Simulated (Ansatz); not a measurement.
# Na2Bi: the cost of one run

Method: DFT PBE, scalar-relativistic, plane waves, PAW, unless a step names another level, in Ansatz 0.2.0.

2 further runs of the same task are left out: 1 that didn't finish, 1 set aside as unsound or not needed.

## (1) Starting point

The structure is orthorhombic, space group Immm (No. 71). The conventional cell has a = 3.620 Å, b = 4.903 Å, c = 9.816 Å, α = 90.00°, β = 90.00°, γ = 90.00°. Around Na (site symmetry mm2) lie 7 Na at 3.15 to 3.62 Å and 5 Bi at 3.33 to 3.43 Å. Around Bi (site symmetry mmm) lie 10 Na at 3.33 to 3.43 Å and 2 Bi at 3.62 Å.

As a file:

```
Na Bi
1.0
     5.22908   -2.45157   -0.07344
     5.22908    2.45157   -0.07344
    -1.20174    0.00000    3.41512
Na Bi
2 1
Cartesian
  3.1447 0.0000 1.1101
  6.1117 0.0000 2.1581
  0.0000 0.0000 0.0000
```

The cell was relaxed beforehand at this level, from a generated guess; it is a trial structure. At a tolerance of 0.05 Å it has space group Immm (No. 71); it has 29.04 Å³/atom, an uncorrected energy of -0.35 eV/atom over the elements.

## (2) Electronic structure at the relaxed geometry

File input.yaml:

```yaml
crystal:
  lattice:
    - [5.2290799793, -2.4515656338, -0.073443437]
    - [5.2290799793, 2.4515656338, -0.073443437]
    - [-1.2017359271, 0.0, 3.4151169526]
  atoms:
    - { symbol: Na, position: [0.3397223023, 0.3397223023, 0.3396609083] }
    - { symbol: Na, position: [0.6602776977, 0.6602776977, 0.6603390917] }
    - { symbol: Bi, position: [0.0, 0.0, 0.0] }
basis:
  ecutwfc: 420
kpoints:
  mp_grid: { grid: [10, 10, 14] }
  band_path:
    path:
      - [[0.0, 0.0, 0.0], [-0.3123704, 0.3123704, 0.0]]
      - [[-0.6876296, -0.3123704, 0.0], [-0.5, -0.5, 0.0], [0.0, 0.0, 0.0], [-0.5, -0.5, 0.5], [-0.74982103, -0.25017897, 0.5]]
      - [[-0.25017897, 0.25017897, 0.5], [0.0, 0.0, 0.5], [0.0, 0.0, 0.0]]
      - [[-0.5, 0.0, 0.5], [0.0, 0.0, 0.0], [-0.5, 0.0, 0.0]]
    npoints: 14
hamiltonian:
  xc: pbe
scf:
  occupations: { method: gaussian, width: 0.1 }
  n_extra_bands: 7
output:
  forces: true
  stress: true
  eigenvalues: true
  populations: true
  dos: { projected: true, de: 0.02, nscf_kmesh: { grid: [12, 12, 17] } }
  bader: true
  write_density: true
  write_potential: true
  elf: true
  volumetric_format: npy
```

Launch:

```
$ ansatz run input.yaml --threads 1 --pin off --max-ram 3072MiB --backend cpu --events-out ev --progress --plain --runs-dir out
```

**Question.** How long does this run take on 1 thread of Arm Neoverse V2, shared host, and how much memory does it need?

About 96 s, with a peak of 1.1 GiB.
